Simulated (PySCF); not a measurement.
# Cl4H6N2Sn (trans-Sn(NH3)2Cl4): the cost of one run

Computed with PySCF 2.14.0 and routines of our own; the level stands in each step. Atoms count from 0.

## 1. The system as given

13 atoms, charge 0, multiplicity 1; geometry from: GFN2-xTB.

## 2. Optimising the geometry at PBE0-D3(BJ)/def2-SVP

What the job is given:

```
{"job": {"xc": "PBE0", "basis": "def2-SVP", "d3": "d3bj", "grid": 1, "maxiter": 30, "shake": 0.03, "kind": "geom"}, "charge": 0, "multiplicity": 1}
Sn     0.068450    -0.075990     0.011430
N     -0.020360    -0.032770     2.595770
H     -0.480810     0.823850     2.939350
H      1.040470    -0.083710     2.953700
H     -0.546500    -0.828510     2.915040
N     -0.011330     0.031710    -2.608030
H      0.508300     0.829950    -2.957840
H     -0.904460     0.043360    -2.966720
H      0.458940    -0.791430    -2.905910
Cl     2.422470    -0.008790     0.041350
Cl    -2.443270     0.005850     0.043310
Cl     0.030320     2.426640     0.023780
Cl    -0.091600    -2.392270    -0.063020
```

Launch:

```sh
> OMP_NUM_THREADS=1 python heavy_run.py task.json out
```

One launch serves the whole session: the jobs run in the order shown.

**Question.** How long does this first job take on 1 thread of Arm Neoverse V1, shared host, and how much memory does it need?

About 3.1 min, with a peak of 0.67 GiB.
